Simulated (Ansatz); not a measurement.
# CH4BOSb: the cost of one run

Method: the settings change from run to run; program: Ansatz 0.2.0, Gaussian basis.

**1. The relaxed structure**

An earlier PBE0-D4 in a triple-zeta def2 set relaxation fixed the geometry. Sb takes a core potential in def2 sets; no spin-orbit term is included.

8 atoms, charge 0, spin multiplicity 1.

Atoms are counted from 1 here; the program's logs count them from 0.

Bond lengths: O1–C2 1.333 Å, O1–H5 0.963 Å, C2–B3 1.490 Å, C2–H6 1.090 Å, B3–Sb4 2.118 Å, B3–H7 1.190 Å, Sb4–H8 1.715 Å. Angles: C2–O1–H5 110.9°, O1–C2–B3 122.4°, O1–C2–H6 114.7°, B3–C2–H6 122.9°, C2–B3–Sb4 100.5°, C2–B3–H7 126.3°, Sb4–B3–H7 125.1°, B3–Sb4–H8 95.9°.

**2. wB97X-V/def2-TZVPP**

Options: high accuracy.

The input, in.yaml:

```yaml
crystal:
  periodic: [false, false, false]
  atoms:
    - {symbol: O, position_ang: [-0.333901, 1.492649, -0.878542]}
    - {symbol: C, position_ang: [-0.151544, 0.519836, 0.014360]}
    - {symbol: B, position_ang: [1.153119, -0.181731, 0.176251]}
    - {symbol: Sb, position_ang: [0.506300, -2.197865, 0.206800]}
    - {symbol: H, position_ang: [-1.262208, 1.746139, -0.926715]}
    - {symbol: H, position_ang: [-1.038339, 0.261611, 0.592897]}
    - {symbol: H, position_ang: [2.209193, 0.191781, -0.226430]}
    - {symbol: H, position_ang: [-0.990519, -1.889622, 0.985579]}
basis:
  gaussian: {orbitals: def2-TZVPP}
hamiltonian: {xc: {name: wB97X-V}}
accuracy: high
```

On the command line:

```bash
$ ansatz run in.yaml --threads 2 --pin off --events-out ev --progress --plain --max-ram 4352MiB
```

What time and memory should one allow on 2 threads of Arm Neoverse V2, shared host?

About 56 s, with a peak of 1.4 GiB.
